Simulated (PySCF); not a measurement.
# The bond of MgAs, level by level

One table from this session's results is given with a row withheld; the runs are named, their logs left out.

Computed with PySCF 2.14.0. Level: Mg cc-pVDZ, As cc-pVDZ-PP with ECP10, scalar-relativistic core potentials.

Set-up of the first run:

Settings of the job:

```yaml
atoms: Mg, As
charge: 0
basis: Mg cc-pVDZ, As cc-pVDZ-PP with ECP10
Hamiltonian: scalar-relativistic core potentials
basis_functions: 41
electrons_treated: 35
masses_in_u: 23.9850, 74.9216
levels: PBE0, PBE, r²SCAN, LDA, MN15, revPBE, HF, MP2, SCS-MP2, CCSD, CCSD(T)
grid: 80 radial by 434 angular points
occupations: held fixed by the projection of orbital angular momentum
dissociation_limit: Mg + As, each in its ground configuration
starting_distance_in_angstrom: 2.530
values_of_2S_to_try: 1, 3
```

The run is started by

```
$ OMP_NUM_THREADS=1 python dia.py task.json out
```

Among the steps run: Set-up; PBE0 along the bond; Other states along the same grid; PBE (GGA); r²SCAN (meta-GGA); LDA; MN15 (hybrid meta-GGA); revPBE (GGA); UHF; Adding correlation.

One table of the session follows, with a row left open; its other results are not shown here.

Energy (eV) from each level's lowest point:

| R (Å) | UHF | UHF-MP2 | UHF-SCS-MP2 | UHF-CCSD | UHF-CCSD(T) |
| --- | --- | --- | --- | --- | --- |
| 2.296 | 0.458 | 0.436 | 0.463 | n/a | n/a |
| 2.403 | 0.199 | 0.183 | 0.203 | 0.220 | 0.219 |
| 2.510 | ? | ? | ? | ? | ? |
| 2.590 | 0.015 | 0.009 | 0.015 | 0.022 | 0.021 |
| 2.670 | 0.000 | 0.000 | 0.000 | 0.000 | 0.000 |
| 2.750 | 0.007 | 0.016 | 0.010 | 0.000 | 0.001 |
| 2.857 | 0.035 | 0.061 | 0.047 | 0.020 | 0.025 |
| 2.990 | 0.079 | 0.133 | 0.110 | 0.059 | 0.070 |
| 3.151 | 0.122 | 0.212 | 0.178 | 0.105 | 0.125 |
| 3.364 | 0.155 | 0.281 | 0.234 | n/a | n/a |

Q: Estimate the row for R (Å) = 2.510 from the others.

Worked estimate for «UHF». A straight line through the neighbours (2.403, 0.199) and (2.590, 0.015) gives 0.199 + (0.015 − 0.199) × (2.510 − 2.403) / (2.590 − 2.403) = 0.094; a parabola fitted to 4 rows on both sides gives 0.056.

**Answer.** UHF: 0.062; UHF-MP2: 0.051; UHF-SCS-MP2: 0.063; UHF-CCSD: 0.076; UHF-CCSD(T): 0.075. In «UHF» the line misses by +0.032 and the parabola by -0.006.
